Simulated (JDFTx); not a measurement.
# HfIn4SiO6 (C2) in JDFTx: a series of runs

The runs below take HfIn4SiO6 through density of states, with PBE+U.

Everything below comes from runs of JDFTx 1.7.0 (patched build). Logs are shortened: lines on timing, memory, paths and dates and some standing lists are left out, and cuts for length are marked. The log counts tension as positive stress, the text compression.

## 1. The structure

Symmetry: C2, No. 5, monoclinic system. Conventional cell: a = 5.432 Å, b = 9.407 Å, c = 7.635 Å, α = 90.00°, β = 104.03°, γ = 90.00°. Hf (site symmetry 2) has 6 O at 2.13 to 2.14 Å as nearest neighbours. In (site symmetry 2) has 2 O at 2.73 Å and 4 In at 3.12 Å as nearest neighbours. In (site symmetry 2) is surrounded by 6 O at 2.23 Å. In (site symmetry 2) is surrounded by 2 O at 2.73 Å and 3 In at 3.07 to 3.12 Å. In (site symmetry 2) has 2 O at 2.73 Å and 3 In at 3.07 to 3.12 Å as nearest neighbours. Around Si (site symmetry 2) lie 6 O at 1.85 Å. Around O (site symmetry 1) lie 1 Si at 1.85 Å. Around O (site symmetry 1) lie 1 Si at 1.85 Å.

The cell was built by a generator and needn't be a form met in nature.

## 2. Density of states, PBE+U

Contents of HfIn4SiO6.in:

```
lattice \
    2.7160300000     2.7160300000    -1.8630900000 \
   -4.7033200000     4.7033200000     0.0000000000 \
    0.0044800000     0.0044800000     7.4041500000
latt-scale 1.889726124626 1.889726124626 1.889726124626
coords-type Lattice
ion Hf     0.2048000000     0.7952000000     0.0000000000 1
ion In     0.3713900000     0.6286100000     0.5000000000 1
ion In     0.5381200000     0.4618800000     0.0000000000 1
ion In     0.0350000000     0.9650000000     0.5000000000 1
ion In     0.7090700000     0.2909300000     0.5000000000 1
ion Si     0.8714600000     0.1285400000     0.0000000000 1
ion O      0.1074100000     0.0691800000     0.8666700000 1
ion O      0.9308200000     0.8925900000     0.1333300000 1
ion O      0.8397500000     0.3782000000     0.8666900000 1
ion O      0.6218000000     0.1602500000     0.1333100000 1
ion O      0.1981300000     0.4689100000     0.1333800000 1
ion O      0.5310900000     0.8018700000     0.8666200000 1

ion-species pseudo/Hf.upf
ion-species pseudo/In.upf
ion-species pseudo/Si.upf
ion-species pseudo/O.upf
elec-cutoff 42 336
elec-ex-corr gga-PBE
kpoint-folding 2 2 1
elec-smearing Fermi 0.0018374661
elec-n-bands 64
add-U Hf d 0.073499
electronic-SCF nIterations 100 energyDiffThreshold 1e-08
electronic-minimize nIterations 30 energyDiffThreshold 1e-7
converge-empty-states yes
forces-output-coords Cartesian
density-of-states Esigma 0.004 \
  Total \
  OrthoOrbital Hf 1 1s \
  OrthoOrbital Hf 1 2s \
  OrthoOrbital Hf 1 p \
  OrthoOrbital Hf 1 d \
  OrthoOrbital In 1 s \
  OrthoOrbital In 1 p \
  OrthoOrbital In 1 d \
  OrthoOrbital In 2 s \
  OrthoOrbital In 2 p \
  OrthoOrbital In 2 d \
  OrthoOrbital In 3 s \
  OrthoOrbital In 3 p \
  OrthoOrbital In 3 d \
  OrthoOrbital In 4 s \
  OrthoOrbital In 4 p \
  OrthoOrbital In 4 d \
  OrthoOrbital Si 1 s \
  OrthoOrbital Si 1 p \
  OrthoOrbital O 1 s \
  OrthoOrbital O 1 p \
  OrthoOrbital O 2 s \
  OrthoOrbital O 2 p \
  OrthoOrbital O 3 s \
  OrthoOrbital O 3 p \
  OrthoOrbital O 4 s \
  OrthoOrbital O 4 p \
  OrthoOrbital O 5 s \
  OrthoOrbital O 5 p \
  OrthoOrbital O 6 s \
  OrthoOrbital O 6 p

dump-name run.$VAR
dump End Ecomponents EigStats BandEigs Kpoints Forces Stress DOS ElecDensity Dtot KEdensity
```

Potentials or basis: PseudoDojo-SR-PBE-0.5-standard with smoothed tails.

Run with:

```
$ jdftx -c 1 -i HfIn4SiO6.in -o HfIn4SiO6.out
```

Standard output:

```text
*************** JDFTx 1.7.0 (patched build) ***************

Input parsed successfully to the following command list (including defaults):
[... the input with its defaults ...]

---------- Setting up symmetries ----------

Found 4 point-group symmetries of the bravais lattice
Found 2 space-group symmetries with basis
Applied RMS atom displacement 0 bohrs to make symmetries exact.

---------- Initializing the Grid ----------
R =
[      5.13255      5.13255     -3.52073  ]
[     -8.88799      8.88799            0  ]
[   0.00846597   0.00846597      13.9918  ]
unit cell volume = 1277.09
G =
[   0.611838  -0.353465   0.153955  ]
[   0.611838   0.353465   0.153955  ]
[ -0.000740404 -1.25321e-20   0.448875  ]
Minimum fftbox size, Smin = [  88  88  120  ]
Chosen fftbox size, S = [  90  90  120  ]

---------- Initializing tighter grid for wavefunction operations ----------
R =
[      5.13255      5.13255     -3.52073  ]
[     -8.88799      8.88799            0  ]
[   0.00846597   0.00846597      13.9918  ]
unit cell volume = 1277.09
G =
[   0.611838  -0.353465   0.153955  ]
[   0.611838   0.353465   0.153955  ]
[ -0.000740404 -1.25321e-20   0.448875  ]
Minimum fftbox size, Smin = [  60  60  88  ]
Chosen fftbox size, S = [  60  60  90  ]

---------- Exchange Correlation functional ----------
Initalized PBE GGA exchange.
Initalized PBE GGA correlation.

---------- Setting up pseudopotentials ----------
Width of ionic core gaussian charges (only for fluid interactions / plotting) set to 0

Reading pseudopotential file 'pseudo/Hf.upf':
  'Hf' pseudopotential, 'PBE' functional
  Generated using ONCVPSP code by D. R. Hamann
  12 valence electrons, 4 orbitals, 8 projectors, 1001 radial grid points, with lMax = 3
    5S    l: 0   occupation:  2.0   eigenvalue: -2.462799
    5P    l: 1   occupation:  6.0   eigenvalue: -1.307320
    5D    l: 2   occupation:  2.0   eigenvalue: -0.098817
    6S    l: 0   occupation:  2.0   eigenvalue: -0.187732
  Core radius for overlap checks: 2.38 bohrs.

Reading pseudopotential file 'pseudo/In.upf':
  'In' pseudopotential, 'PBE' functional
  Generated using ONCVPSP code by D. R. Hamann
  13 valence electrons, 3 orbitals, 6 projectors, 1001 radial grid points, with lMax = 2
    4D    l: 2   occupation: 10.0   eigenvalue: -0.684392
    5S    l: 0   occupation:  2.0   eigenvalue: -0.301765
    5P    l: 1   occupation:  1.0   eigenvalue: -0.092561
  Core radius for overlap checks: 2.17 bohrs.

Reading pseudopotential file 'pseudo/Si.upf':
  'Si' pseudopotential, 'PBE' functional
  Generated using ONCVPSP code by D. R. Hamann
  4 valence electrons, 2 orbitals, 6 projectors, 1001 radial grid points, with lMax = 2
    3S    l: 0   occupation:  2.0   eigenvalue: -0.397365
    3P    l: 1   occupation:  2.0   eigenvalue: -0.149981
[... 68 lines left out ...]
	FillingsUpdate:  mu: +0.383132000  nElectrons: 104.000000
SCF: Cycle:  5   F: -377.029159395782870   dF: -4.149e-05   |Residual|: 2.319e-03   |deigs|: 3.894e-04
	FillingsUpdate:  mu: +0.383304039  nElectrons: 104.000000
SCF: Cycle:  6   F: -377.029167598051515   dF: -8.202e-06   |Residual|: 1.297e-03   |deigs|: 1.778e-04
	FillingsUpdate:  mu: +0.383368115  nElectrons: 104.000000
SCF: Cycle:  7   F: -377.029172368885725   dF: -4.771e-06   |Residual|: 3.476e-04   |deigs|: 1.034e-04
[... 11 lines left out ...]
SCF: Cycle: 13   F: -377.029178148272990   dF: -1.702e-07   |Residual|: 1.207e-05   |deigs|: 4.791e-05
	FillingsUpdate:  mu: +0.383409812  nElectrons: 104.000000
SCF: Cycle: 14   F: -377.029178254420515   dF: -1.061e-07   |Residual|: 1.153e-05   |deigs|: 4.693e-05
	FillingsUpdate:  mu: +0.383409828  nElectrons: 104.000000
SCF: Cycle: 15   F: -377.029178331424760   dF: -7.700e-08   |Residual|: 8.615e-06   |deigs|: 5.100e-05
	FillingsUpdate:  mu: +0.383409985  nElectrons: 104.000000
SCF: Cycle: 16   F: -377.029178371742375   dF: -4.032e-08   |Residual|: 9.294e-06   |deigs|: 5.479e-05
	FillingsUpdate:  mu: +0.383409973  nElectrons: 104.000000
SCF: Cycle: 17   F: -377.029178399767602   dF: -2.803e-08   |Residual|: 1.135e-05   |deigs|: 5.764e-05
	FillingsUpdate:  mu: +0.383409885  nElectrons: 104.000000
SCF: Cycle: 18   F: -377.029178415274657   dF: -1.551e-08   |Residual|: 1.752e-05   |deigs|: 5.631e-05
	FillingsUpdate:  mu: +0.383409928  nElectrons: 104.000000
SCF: Cycle: 19   F: -377.029178424189581   dF: -8.915e-09   |Residual|: 1.817e-05   |deigs|: 4.948e-05
	FillingsUpdate:  mu: +0.383409981  nElectrons: 104.000000
SCF: Cycle: 20   F: -377.029178429434808   dF: -5.245e-09   |Residual|: 1.790e-05   |deigs|: 4.692e-05
SCF: Converged (|Delta E|<1.000000e-08 for 2 iters).

Setting wave functions to eigenvectors of Hamiltonian
Converging empty states (this may take a while):
EmptyStates: None of the convergence criteria satisfied.
|deigs|: 5.063e-04

# Stress tensor in Cartesian coordinates [Eh/a0^3]:
[  -9.9584e-05            0  8.48948e-07  ]
[            0 -7.73761e-05            0  ]
[  8.48948e-07            0 -2.22848e-05  ]

# Ionic positions in lattice coordinates:
ion Hf   0.204800000000000   0.795200000000000   0.000000000000000 1
ion In   0.371390000000000   0.628610000000000   0.500000000000000 1
ion In   0.538120000000000   0.461880000000000   0.000000000000000 1
ion In   0.035000000000000   0.965000000000000   0.500000000000000 1
ion In   0.709070000000000   0.290930000000000   0.500000000000000 1
ion Si   0.871460000000000   0.128540000000000   0.000000000000000 1
ion O   0.107410000000000   0.069180000000000   0.866670000000000 1
ion O   0.930820000000000   0.892590000000000   0.133330000000000 1
ion O   0.839750000000000   0.378200000000000   0.866690000000000 1
ion O   0.621800000000000   0.160250000000000   0.133310000000000 1
ion O   0.198130000000000   0.468910000000000   0.133380000000000 1
ion O   0.531090000000000   0.801870000000000   0.866620000000000 1

# Forces in Cartesian coordinates:
force Hf   0.000000000000000   0.001055158388469   0.000000000000000 1
force In   0.000000000000000   0.006086999521869   0.000000000000000 1
force In   0.000000000000000   0.000606238545318   0.000000000000000 1
force In  -0.000000000000000   0.002510553061081   0.000000000000000 1
force In  -0.000000000000000  -0.008771183373997  -0.000000000000000 1
force Si   0.000000000000000  -0.000434227129463   0.000000000000000 1
force O  -0.003747940747117  -0.000602808140018   0.002569640289799 1
force O   0.003747940747117  -0.000602808140018  -0.002569640289799 1
force O  -0.003719279256234   0.002291668032406   0.001386569485867 1
force O   0.003719279256234   0.002291668032406  -0.001386569485867 1
force O   0.001897874937444  -0.002201486361980  -0.003337241031477 1
force O  -0.001897874937444  -0.002201486361980   0.003337241031477 1

# Energy components:
   Eewald =     -277.2335572490594018
       EH =      101.9369897214615861
     Eloc =     -308.2207439830586395
      Enl =      -71.4129712763675002
      Exc =     -121.2904306906841185
 Exc_core =       48.8486141348322960
       KE =      250.2574858837529632
        U =        0.0866110962536231
-------------------------------------
     Etot =     -377.0280023628693016
       TS =        0.0011760665654854
-------------------------------------
        F =     -377.0291784294348076

IonicMinimize: Iter:   0  F: -377.029178429434808  |grad|_K:  2.610e-03
IonicMinimize: None of the convergence criteria satisfied after 0 iterations.

#--- Lowdin population analysis ---
# oxidation-state Hf +1.508
# oxidation-state In +0.164 +1.097 +0.099 +0.200
# oxidation-state Si +1.583
# oxidation-state O -0.700 -0.700 -0.706 -0.706 -0.706 -0.706

Dumping 'run.eigStats' ...
	eMin: -1.965721 at state 2 ( [ +0.500000 +0.500000 +0.000000 ] spin 0 )
	HOMO: +0.381608 at state 0 ( [ +0.000000 +0.000000 +0.000000 ] spin 0 )
	mu  : +0.383412
	LUMO: +0.385448 at state 0 ( [ +0.000000 +0.000000 +0.000000 ] spin 0 )
	eMax: +0.599818 at state 0 ( [ +0.000000 +0.000000 +0.000000 ] spin 0 )
	HOMO-LUMO gap: +0.003840
	Optical gap  : +0.003840 at state 0 ( [ +0.000000 +0.000000 +0.000000 ] spin 0 )

WARNING: weighted densities of states are not symmetrized: those that the symmetries change (such as of
a px orbital, of one of several like atoms, of a slice or a sphere) need 'symmetries none'.
WARNING: the last solve of the electrons (or of bands or displaced states from it) ended unconverged.
Done!
```

Wall time 4 min (1 thread of Intel Xeon Platinum 8488C (Sapphire Rapids), shared host); peak memory 0.44 GiB.

Results:

* Free energy: -10259.4866 eV
* Pressure: 2.0 GPa
* Largest force: 0.451 eV/Å
* Loewdin charges: Hf +1.51; In +0.16, +1.10, +0.10, +0.20; Si +1.58; O -0.70, -0.71 e

Forces on the atoms (eV/Å):
```
Hf   0.000  0.054  0.000
In   0.000  0.313  0.000
In   0.000  0.031  0.000
In   0.000  0.129  0.000
In   0.000 -0.451  0.000
Si   0.000 -0.022  0.000
O   -0.193 -0.031  0.132
O    0.193 -0.031 -0.132
O   -0.191  0.118  0.071
O    0.191  0.118 -0.071
O    0.098 -0.113 -0.172
O   -0.098 -0.113  0.172
```

States per cell in windows of 0.5 eV (zero at the Fermi level; states under -8 eV left out):
```
from (eV)  total   O p  In p  Hf d  In s   O s  Si p
     -8.0   3.20  2.10  0.19  0.31  0.15  0.09  0.30
     -7.5   3.28  2.07  0.27  0.15  0.34  0.12  0.28
     -7.0   2.13  1.18  0.37  0.06  0.36  0.03  0.10
     -6.5   4.49  3.15  0.48  0.16  0.26  0.13  0.09
     -6.0   3.16  2.15  0.29  0.19  0.31  0.07  0.04
     -5.5   2.75  2.10  0.20  0.23  0.12  0.04  0.02
     -5.0   5.76  4.60  0.48  0.15  0.36  0.05  0.01
     -4.5   3.69  3.18  0.25  0.05  0.13  0.01  0.01
     -4.0   5.50  4.81  0.22  0.12  0.19  0.02  0.01
     -3.5   1.24  1.09  0.06  0.01  0.05  0.00  0.00
     -3.0   0.49  0.37  0.03  0.00  0.09  0.00  0.00
     -2.5   0.58  0.21  0.23  0.00  0.12  0.00  0.00
     -2.0   1.98  0.26  0.89  0.01  0.76  0.02  0.01
     -1.5   1.39  0.17  0.40  0.03  0.73  0.02  0.01
     -1.0   0.66  0.06  0.22  0.04  0.31  0.01  0.00
     -0.5   0.14  0.01  0.07  0.01  0.04  0.00  0.00
      0.0   0.32  0.02  0.22  0.03  0.03  0.01  0.00
      0.5   1.53  0.12  0.77  0.28  0.23  0.05  0.01
      1.0   2.83  0.31  1.00  0.78  0.45  0.12  0.02
      1.5   3.12  0.46  1.03  1.19  0.13  0.11  0.02
      2.0   3.21  0.62  0.75  1.39  0.18  0.07  0.02
      2.5   1.28  0.21  0.47  0.38  0.10  0.04  0.02
      3.0   0.62  0.07  0.15  0.31  0.03  0.02  0.02
      3.5   0.98  0.09  0.37  0.31  0.06  0.06  0.03
      4.0   1.69  0.12  0.86  0.23  0.16  0.12  0.04
      4.5   2.75  0.13  1.42  0.16  0.60  0.14  0.06
```

Caveat: the k mesh is coarse (spacing up to 0.85 Å⁻¹), so the values aren't converged; the empty levels aren't tightly converged. The run has no spin-orbit coupling, so splittings on Hf are missing.

## 3. Density of states, PBE+U

HfIn4SiO6.in: that of step 2 with these lines changed.

```diff
@@ -28,3 +28,3 @@
 elec-n-bands 64
-add-U Hf d 0.073499
+add-U Hf d 0.110248
 electronic-SCF nIterations 100 energyDiffThreshold 1e-08
@@ -33,3 +33,3 @@
 forces-output-coords Cartesian
-density-of-states Esigma 0.004 \
+density-of-states Esigma 0.003 \
   Total \
@@ -67,2 +67,2 @@
 dump-name run.$VAR
-dump End Ecomponents EigStats BandEigs Kpoints Forces Stress DOS ElecDensity Dtot KEdensity
+dump End Ecomponents EigStats BandEigs Kpoints Forces Stress DOS
```

Potentials or basis: PseudoDojo-SR-PBE-0.5-standard with smoothed tails.

Run with:

```
$ jdftx -c 1 -i HfIn4SiO6.in -o HfIn4SiO6.out
```

Wall time 4 min (1 thread of Intel Xeon Platinum 8488C (Sapphire Rapids), shared host); peak memory 0.44 GiB.

It converged, with:

| Property | Result |
| --- | --- |
| Free energy | -10258.3118 eV |
| Pressure | 2.1 GPa |
| Largest force | 0.462 eV/Å |
| Loewdin charges | Hf +1.53; In +0.16, +1.10, +0.10, +0.20; Si +1.58; O -0.70, -0.71 e |

Forces in eV/Å, atoms in the order of the input:
```
Hf   0.000  0.045  0.000
In   0.000  0.299  0.000
In   0.000  0.031  0.000
In   0.000  0.154  0.000
In   0.000 -0.462  0.000
Si   0.000 -0.019  0.000
O   -0.171 -0.005  0.128
O    0.171 -0.005 -0.128
O   -0.226  0.124  0.072
O    0.226  0.124 -0.072
O    0.084 -0.141 -0.168
O   -0.084 -0.141  0.168
```

Stress tensor (GPa, compression positive):
```
 3.15  0.00 -0.06
 0.00  2.45  0.00
-0.06  0.00  0.78
```

Levels at points of the mesh, in eV from the Fermi level:
```csv
k point,band 48,band 49,band 50,band 51,band 52,band 53,band 54,band 55,band 56,band 57
"(0.00, 0.00, 0.00)",-3.69,-3.61,-0.60,-0.41,-0.04,0.05,0.20,0.24,0.56,1.08
"(0.00, 0.50, 0.00)",-3.64,-3.60,-3.37,-1.99,-1.73,1.23,1.69,2.08,2.21,2.38
"(0.50, 0.50, 0.00)",-3.71,-3.67,-3.52,-1.94,-1.55,1.33,1.76,1.89,2.23,2.35
```

States per cell in windows of 0.5 eV (zero at the Fermi level; states under -8 eV left out):
```
from (eV)  total   O p  In p  Hf d  In s   O s  Si p
     -8.0   3.26  2.18  0.20  0.32  0.10  0.08  0.33
     -7.5   3.13  1.96  0.26  0.13  0.36  0.11  0.26
     -7.0   2.00  1.11  0.35  0.05  0.33  0.03  0.09
     -6.5   4.83  3.34  0.53  0.17  0.32  0.13  0.09
     -6.0   3.17  2.25  0.28  0.24  0.22  0.07  0.03
     -5.5   2.80  2.11  0.20  0.18  0.18  0.05  0.01
     -5.0   5.91  4.75  0.48  0.13  0.37  0.05  0.01
     -4.5   3.48  3.03  0.23  0.05  0.10  0.01  0.01
     -4.0   5.63  4.93  0.22  0.12  0.19  0.02  0.01
     -3.5   0.81  0.70  0.04  0.00  0.04  0.00  0.00
     -3.0   0.48  0.35  0.03  0.00  0.09  0.00  0.00
     -2.5   0.64  0.20  0.30  0.00  0.12  0.00  0.00
     -2.0   2.04  0.26  0.87  0.01  0.84  0.02  0.01
     -1.5   1.30  0.15  0.38  0.03  0.68  0.02  0.01
     -1.0   0.61  0.06  0.21  0.03  0.28  0.01  0.00
     -0.5   0.12  0.01  0.06  0.01  0.03  0.00  0.00
      0.0   0.36  0.02  0.26  0.04  0.03  0.01  0.00
      0.5   1.60  0.13  0.80  0.28  0.26  0.05  0.01
      1.0   2.84  0.32  1.03  0.75  0.45  0.12  0.02
      1.5   3.03  0.43  1.01  1.17  0.12  0.10  0.02
      2.0   3.27  0.61  0.74  1.46  0.18  0.07  0.02
      2.5   1.19  0.19  0.41  0.39  0.09  0.04  0.02
      3.0   0.67  0.07  0.17  0.32  0.03  0.03  0.02
      3.5   1.09  0.10  0.42  0.33  0.07  0.07  0.03
      4.0   1.91  0.13  0.97  0.25  0.18  0.14  0.05
      4.5   2.73  0.12  1.38  0.16  0.67  0.12  0.06
```

Caveat: the k mesh is coarse (spacing up to 0.85 Å⁻¹), so the values aren't converged; the empty levels aren't tightly converged.

## 4. Density of states, PBE+U

HfIn4SiO6.in: that of step 3 with these lines changed.

```diff
@@ -28,3 +28,3 @@
 elec-n-bands 64
-add-U Hf d 0.110248
+add-U Hf d 0.146997
 electronic-SCF nIterations 100 energyDiffThreshold 1e-08
@@ -33,3 +33,3 @@
 forces-output-coords Cartesian
-density-of-states Esigma 0.003 \
+density-of-states Esigma 0.004 \
   Total \
```

Run with:

```
$ jdftx -c 1 -i HfIn4SiO6.in -o HfIn4SiO6.out
```

Run time: 4.5 min. Hardware: 1 thread of Intel Xeon Platinum 8488C (Sapphire Rapids), shared host; peak memory 0.44 GiB.

The run converged. Its results:

| Property | Result |
| --- | --- |
| Free energy | -10257.1447 eV |
| Pressure | 2.3 GPa |
| Largest force | 0.477 eV/Å |
| Loewdin charges | Hf +1.55; In +0.16, +1.09, +0.10, +0.19; Si +1.58; O -0.70, -0.71 e |

Forces on the atoms (eV/Å):
```
Hf   0.000  0.035  0.000
In   0.000  0.284  0.000
In   0.000  0.031  0.000
In   0.000  0.183  0.000
In   0.000 -0.477  0.000
Si   0.000 -0.016  0.000
O   -0.147  0.025  0.122
O    0.147  0.025 -0.122
O   -0.266  0.129  0.073
O    0.266  0.129 -0.073
O    0.068 -0.174 -0.163
O   -0.068 -0.174  0.163
```

Stress tensor (GPa, compression positive):
```
 3.39  0.00 -0.10
 0.00  2.64  0.00
-0.10  0.00  0.93
```

Levels at points of the mesh, in eV from the Fermi level:
| k point | band 48 | band 49 | band 50 | band 51 | band 52 | band 53 | band 54 | band 55 | band 56 | band 57 |
| --- | --- | --- | --- | --- | --- | --- | --- | --- | --- | --- |
| (0.00, 0.00, 0.00) | -3.71 | -3.62 | -0.61 | -0.42 | -0.04 | 0.04 | 0.19 | 0.23 | 0.55 | 1.07 |
| (0.00, 0.50, 0.00) | -3.66 | -3.62 | -3.38 | -1.99 | -1.74 | 1.23 | 1.69 | 2.12 | 2.24 | 2.43 |
| (0.50, 0.50, 0.00) | -3.72 | -3.68 | -3.54 | -1.95 | -1.56 | 1.34 | 1.74 | 1.94 | 2.24 | 2.38 |

States per cell in windows of 1 eV (zero at the Fermi level; states under -8 eV left out):
| from (eV) | total | O p | In p | Hf d | In s | O s | Si p |
| --- | --- | --- | --- | --- | --- | --- | --- |
| -8.0 | 6.59 | 4.26 | 0.47 | 0.45 | 0.50 | 0.20 | 0.60 |
| -7.0 | 6.81 | 4.45 | 0.87 | 0.23 | 0.64 | 0.16 | 0.18 |
| -6.0 | 5.93 | 4.31 | 0.49 | 0.41 | 0.41 | 0.12 | 0.05 |
| -5.0 | 9.39 | 7.76 | 0.72 | 0.18 | 0.48 | 0.06 | 0.02 |
| -4.0 | 6.48 | 5.67 | 0.27 | 0.12 | 0.23 | 0.02 | 0.01 |
| -3.0 | 1.10 | 0.55 | 0.30 | 0.01 | 0.22 | 0.01 | 0.00 |
| -2.0 | 3.33 | 0.41 | 1.26 | 0.04 | 1.50 | 0.04 | 0.01 |
| -1.0 | 0.77 | 0.06 | 0.28 | 0.04 | 0.33 | 0.01 | 0.00 |
| 0.0 | 1.88 | 0.15 | 1.03 | 0.28 | 0.28 | 0.06 | 0.01 |
| 1.0 | 5.65 | 0.71 | 2.06 | 1.72 | 0.58 | 0.23 | 0.03 |
| 2.0 | 4.72 | 0.83 | 1.14 | 2.08 | 0.26 | 0.11 | 0.05 |
| 3.0 | 1.78 | 0.17 | 0.58 | 0.68 | 0.09 | 0.09 | 0.05 |
| 4.0 | 4.75 | 0.27 | 2.36 | 0.48 | 0.83 | 0.28 | 0.12 |

Caveat: the k mesh is coarse (spacing up to 0.85 Å⁻¹), so the values aren't converged; the empty levels aren't tightly converged.

(Continued in part 2 of 2.)
